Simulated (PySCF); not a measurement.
**CH5BFOP (SMILES COB(F)P): levels of theory compared**

Wanted: a comparison of 3 runs (MP2/pc-0, MP2/pc-1, MP2/aug-pc-1) of CH5BFOP. The job is set up through a Python script.

The calculation is run with PySCF 2.14.0.

### 1 Starting point

CH5BFOP has 10 atoms, charge 0, and is taken as a singlet. As SMILES, `COB(F)P`. Geometry: relaxed at GFN2-xTB. This is one conformer, not always the lowest.

Bond lengths: C1–O2 1.406 Å, O2–B3 1.324 Å, B3–F4 1.333 Å, B3–P5 1.938 Å, C1–H6 1.092 Å, C1–H7 1.096 Å, C1–H8 1.091 Å, P5–H9 1.384 Å, P5–H10 1.380 Å. Some angles: C1–O2–B3 125.6°, O2–B3–F4 114.9°, O2–B3–P5 126.6°, F4–B3–P5 118.4°, O2–C1–H6 108.9°, O2–C1–H7 111.4°, O2–C1–H8 108.0°, B3–P5–H9 95.6°, B3–P5–H10 95.1°, H6–C1–H7 109.6°.

### 2 The energy at MP2/pc-0 (run 1)

input.py

```python
from pyscf import gto, mp

mol = gto.Mole()
mol.atom = '''
C   -1.031930  -1.062020   0.587070
O   -0.007160  -1.093100  -0.375340
B    0.651400  -0.040350  -0.835910
F    1.550400  -0.311740  -1.781280
P    0.365890   1.810940  -0.338410
H   -0.662430  -1.511420   1.511370
H   -1.363780  -0.036620   0.784450
H   -1.868280  -1.651080   0.208170
H    0.752030   1.655950   0.981710
H    1.613870   2.239430  -0.741840
'''
mol.verbose = 3
mol.basis = 'pc-0'
mol.charge = 0
mol.max_memory = 1860
mol.build()

calc0 = mol.RHF()
calc0.conv_tol = 1e-10
calc0.kernel()
if not calc0.converged:
    calc0 = calc0.newton().run(calc0.mo_coeff, calc0.mo_occ)

pt = mp.MP2(calc0, frozen=9).run()
etot = pt.e_tot
print('Final energy', etot)
```

Launch:

```
$ OMP_NUM_THREADS=1 python input.py
```

What it wrote:

```text
converged SCF energy = -579.68222112633
E(RMP2) = -580.069281674109  E_corr = -0.387060547779628
E(SCS-RMP2) = -580.067286086458  E_corr = -0.385064960128466
Final energy -580.0692816741091
```

It took 2.9 s on 1 thread of Intel Xeon at 2.50GHz (Skylake/Cascade Lake), shared host; peak memory 0.14 GiB.

### 3 A single-point energy at MP2/pc-1 (run 2)

job.py

```python
# COB(F)P
from pyscf import gto, mp

mol = gto.M(
    atom='''
C   -1.031930  -1.062020   0.587070
O   -0.007160  -1.093100  -0.375340
B    0.651400  -0.040350  -0.835910
F    1.550400  -0.311740  -1.781280
P    0.365890   1.810940  -0.338410
H   -0.662430  -1.511420   1.511370
H   -1.363780  -0.036620   0.784450
H   -1.868280  -1.651080   0.208170
H    0.752030   1.655950   0.981710
H    1.613870   2.239430  -0.741840
''',
    verbose=3,
    spin=0,
    max_memory=1860,
    basis='pc-1',
    charge=0,
)

mf = mol.RHF()
mf.conv_tol = 1e-10
mf.kernel()
if not mf.converged:
    mf = mf.newton().run(mf.mo_coeff, mf.mo_occ)

pt = mp.MP2(mf, frozen=9).run()
energy = pt.e_tot
print('E(%s) = %.9f' % ('MP2', energy))
```

Launch:

```
$ OMP_NUM_THREADS=1 python job.py
```

What it wrote:

```text
converged SCF energy = -580.527033456078
E(RMP2) = -581.231515945619  E_corr = -0.704482489540389
E(SCS-RMP2) = -581.220200652735  E_corr = -0.693167196656387
E(MP2) = -581.231515946
```

Run time: 8.4 s. Hardware: 1 thread of Intel Xeon at 2.50GHz (Skylake/Cascade Lake), shared host; peak memory 0.26 GiB.

### 4 A single-point energy at MP2/aug-pc-1 (run 3)

calc.py

```python
# COB(F)P
from pyscf import gto, scf, mp

mol = gto.M(
    atom='''
C       -1.031930      -1.062020       0.587070
O       -0.007160      -1.093100      -0.375340
B        0.651400      -0.040350      -0.835910
F        1.550400      -0.311740      -1.781280
P        0.365890       1.810940      -0.338410
H       -0.662430      -1.511420       1.511370
H       -1.363780      -0.036620       0.784450
H       -1.868280      -1.651080       0.208170
H        0.752030       1.655950       0.981710
H        1.613870       2.239430      -0.741840
''',
    basis='aug-pc-1',
    verbose=3,
    max_memory=1860,
)

mf = scf.RHF(mol)
mf.conv_tol = 1e-10
mf.kernel()
if not mf.converged:
    mf = mf.newton().run(mf.mo_coeff, mf.mo_occ)

pt = mp.MP2(mf, frozen=9).run()
e_tot = pt.e_tot
print('E(%s) = %.9f' % ('MP2', e_tot))
```

Launch:

```
$ OMP_NUM_THREADS=1 python calc.py
```

What it wrote:

```text
converged SCF energy = -580.545510720936
E(RMP2) = -581.279053606583  E_corr = -0.733542885647262
E(SCS-RMP2) = -581.266286717968  E_corr = -0.720775997031627
E(MP2) = -581.279053607
```

Run time: 32 s. Hardware: 1 thread of Intel Xeon at 2.50GHz (Skylake/Cascade Lake), shared host; peak memory 1 GiB.

### 5 All runs side by side

```
run         level  energy (Eh)  dipole moment (D) of the reference  HOMO energy (eV)  LUMO energy (eV)  wall time
  1      MP2/pc-0  -580.069282                                3.17            -10.46              4.02      2.9 s
  2      MP2/pc-1  -581.231516                                2.71            -10.38              3.70      8.4 s
  3  MP2/aug-pc-1  -581.279054                                2.45            -10.33              0.73       32 s
```

### 6 Results

```
                                          quantity          value
                               run 3: total energy  -581.27905 Eh
       run 3: dipole moment (Hartree–Fock density)         2.45 D
        run 3: HOMO energy (Hartree–Fock orbitals)      -10.33 eV
        run 3: LUMO energy (Hartree–Fock orbitals)        0.73 eV
      run 3: HOMO–LUMO gap (Hartree–Fock orbitals)       11.06 eV
run 3: correlation energy (9 core orbitals frozen)     -733.5 mEh
```

In words: Over the runs the total energy spans 32.920 eV. All runs together took 43 s, the longest 32 s.
